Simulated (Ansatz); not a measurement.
BBrH4Si, SMILES B[SiH2]Br, the interaction energy of a dimer with the counterpoise correction

Program: Ansatz 0.2.0, Python API.

Typed at the interpreter:
```pycon
>>> import ansatz
>>> BASIS = "def2-SVPD"
>>> FUNCTIONAL = "hf"
>>> FIRST = [
...     ("B", (-0.9333, 0.1, -0.669)),
...     ("Si", (0.6109, 0.0815, 0.4183)),
...     ("Br", (0.9708, -2.0401, 1.0495)),
...     ("H", (-1.5043, -0.8373, -0.9147)),
...     ("H", (-1.3544, 1.1679, -1.1377)),
...     ("H", (0.4222, 0.9456, 1.6055)),
...     ("H", (1.7884, 0.5823, -0.352)),
... ]
>>> SECOND = [
...     ("B", (-0.9564, 3.4805, -3.7581)),
...     ("Si", (-2.7442, 3.0333, -3.3447)),
...     ("Br", (-3.4557, 4.4658, -1.7727)),
...     ("H", (-0.4233, 4.3378, -3.2623)),
...     ("H", (-0.3259, 2.8213, -4.598)),
...     ("H", (-2.8315, 1.6413, -2.8484)),
...     ("H", (-3.6004, 3.1587, -4.562)),
... ]
>>> def energy(atoms, ghosts=()):
...     molecule = ansatz.Crystal.molecule()
...     for symbol, xyz in atoms:
...         molecule = molecule.atom(symbol, xyz)
...     calc = (
...         molecule.calculation()
...         .basis(gaussian=BASIS)
...         .functional(FUNCTIONAL)
...     )
...     deck = calc.input()
...     if ghosts:
...         deck = deck.set(ansatz.key.basis.gaussian.ghost_atoms, [{"symbol": s, "position_ang": list(xyz)} for s, xyz in ghosts])
...     return ansatz.Session.from_dict(deck).plan().execute().report["free_energy_ev"]
...
>>> # monomers in their own basis and in the basis of the dimer
>>> both = energy(FIRST + SECOND)

>>> alone = energy(FIRST) + energy(SECOND)
>>> ghosted = energy(FIRST, SECOND) + energy(SECOND, FIRST)
>>> print(f"dimer {both:.6f} eV")
dimer -157169.661650 eV
>>> print(f"interaction, uncorrected   {96.485332 * (both - alone):8.3f} kJ/mol")
interaction, uncorrected      5.857 kJ/mol
>>> print(f"interaction, counterpoise  {96.485332 * (both - ghosted):8.3f} kJ/mol")
interaction, counterpoise     7.285 kJ/mol
>>> print(f"basis-set superposition    {96.485332 * (alone - ghosted):8.3f} kJ/mol")
basis-set superposition       1.428 kJ/mol
```

Uncorrected it is 5.857 kJ/mol, with the counterpoise correction 7.285 kJ/mol; the difference, 1.43 kJ/mol, is the superposition error. In this basis both values are repulsive.

Notes:
- The settings weren't tested for convergence.
- The dimer is a generated trial pose of unrelaxed monomers, not a minimum, so the figure is no binding energy, and the basis set is small.
- Hartree-Fock leaves correlation out, so bond, atomisation and ionisation energies come out well too low.
- This level lacks the dispersion part of the attraction (electrostatics and induction are there), which can decide the sign where the interaction is weak.
- The whole script took 27 s on 1 thread of Arm Neoverse V2, on a shared host, peak memory 0.95 GiB.

(Lines on the test bed's own set-up are left out of the output.)
